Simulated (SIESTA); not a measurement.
Runs of SIESTA 5.4.2 on MoP. The cell holds a slab with vacuum, 8 atoms: a = 3.191 Å, b = 3.223 Å, c = 24.304 Å, α = 90.00°, β = 90.00°, γ = 90.00°. 

```csv
level,potentials or basis,gap on the mesh (eV),largest force (eV/Å),work function (eV)
PW91,"PseudoDojo 0.4 standard (PBE files), DZP (energy shift 0.003 Ry; two zetas on semicore shells)",none,1.80,4.67
LDA,"PseudoDojo 0.4 standard (LDA files), DZP (energy shift 0.003 Ry; two zetas on semicore shells)",none,2.12,4.90
AM05,"PseudoDojo 0.4 standard (PBEsol files), DZP (energy shift 0.003 Ry; two zetas on semicore shells)",none,2.01,4.61
PBEsol,"PseudoDojo 0.4 standard (PBEsol files), DZP (energy shift 0.003 Ry; two zetas on semicore shells)",none,(a),4.72
revPBE,"PseudoDojo 0.4 standard (PBE files), DZP (energy shift 0.003 Ry; two zetas on semicore shells)",none,1.79,4.52
WC,"PseudoDojo 0.4 standard (PBEsol files), DZP (energy shift 0.003 Ry; two zetas on semicore shells)",none,1.84,4.70
PBE,"PseudoDojo 0.4 standard (PBE files), DZP (energy shift 0.003 Ry; two zetas on semicore shells)",none,1.78,(b)
```

Alike in all rows: task single point; no spin polarisation; cell as given; k mesh 6 × 6 × 1; smearing fermi-dirac 0.05 eV; grid cutoff 800 Ry; energy shift 0.003 Ry.

Q: Estimate the missing entries.

A: (a) 1.92; (b) 4.63.

Caveats: the basis of atomic orbitals isn't converged, which shifts pressures, moduli and gaps; the potentials were made for another functional, which shifts forces and pressure (some runs).

A k mesh can miss the band edges, and the runs leave out spin-orbit coupling on Mo.

A gap of «none» marks a metal or a gap under the smearing width.
